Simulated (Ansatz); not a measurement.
# H7NO4Si: the cost of one run

Program: Ansatz 0.2.0. Level of theory: UKS B3LYP-D4/STO-3G. These are calculated values, not measurements.

## 1. The starting structure

Bond lengths: Si1–N2 2.121 Å, Si1–O3 1.628 Å, Si1–O4 1.647 Å, Si1–O5 1.625 Å, Si1–O7 2.070 Å, N2–H8 1.006 Å, N2–H9 1.006 Å, O3–H10 0.954 Å, O4–H11 0.952 Å, O5–H12 0.955 Å, O7–H13 0.955 Å. Angles (14 of 17 angles, heavy atoms first): N2–Si1–O3 116.1°, N2–Si1–O4 95.2°, N2–Si1–O5 110.9°, N2–Si1–O7 70.0°, O3–Si1–O4 99.0°, O3–Si1–O5 126.0°, O3–Si1–O7 84.4°, O4–Si1–O5 101.7°, O4–Si1–O7 164.6°, O5–Si1–O7 88.1°, Si1–N2–H8 115.6°, Si1–N2–H9 116.2°, Si1–O3–H10 115.1°, Si1–O4–H11 118.2°.

Structure file:

```xyz
13

Si   -0.3715   -0.3756    0.2723
N     1.2984    0.8935   -0.0440
O    -0.4336   -1.7200   -0.6433
O     0.2064   -1.0389    1.6642
O    -1.6482    0.4714    0.8153
H     0.5554    1.0819   -1.1431
O    -0.5689    0.6176   -1.5335
H     1.3745    1.6757    0.5841
H     2.1894    0.4378   -0.1498
H    -0.3121   -2.5386   -0.1682
H     0.2395   -0.4919    2.4431
H    -2.1149    0.9794    0.1550
H    -0.4144    0.0077   -2.2521
```

## 2. Run 1

150 steps of 0.5 fs at constant energy, with velocities drawn for 600 K.

input.yaml

```yaml
crystal:
  periodic: [false, false, false]
  atoms:
    - { symbol: Si, position_ang: [-0.3715, -0.3756, 0.2723] }
    - { symbol: "N", position_ang: [1.2984, 0.8935, -0.044] }
    - { symbol: O, position_ang: [-0.4336, -1.72, -0.6433] }
    - { symbol: O, position_ang: [0.2064, -1.0389, 1.6642] }
    - { symbol: O, position_ang: [-1.6482, 0.4714, 0.8153] }
    - { symbol: H, position_ang: [0.5554, 1.0819, -1.1431] }
    - { symbol: O, position_ang: [-0.5689, 0.6176, -1.5335] }
    - { symbol: H, position_ang: [1.3745, 1.6757, 0.5841] }
    - { symbol: H, position_ang: [2.1894, 0.4378, -0.1498] }
    - { symbol: H, position_ang: [-0.3121, -2.5386, -0.1682] }
    - { symbol: H, position_ang: [0.2395, -0.4919, 2.4431] }
    - { symbol: H, position_ang: [-2.1149, 0.9794, 0.155] }
    - { symbol: H, position_ang: [-0.4144, 0.0077, -2.2521] }
magnetization:
  spin_polarized: true
basis:
  gaussian: { orbitals: STO-3G }
hamiltonian:
  xc: b3lyp
  dispersion: d4
md:
  timestep: 0.5
  n_steps: 150
  ensemble: nve
  temperature: 600.0
  initial_velocities: maxwell_boltzmann
  seed: 694625
```

Launch:

```sh
$ ansatz run input.yaml --threads 1 --pin off --max-ram 2048MiB --backend cpu --events-out ev --progress --plain --runs-dir out
```

**Question.** How long does this run take on 1 thread of Arm Neoverse V2, shared host, and how much memory does it need?

About 11 min, with a peak of 0.16 GiB.
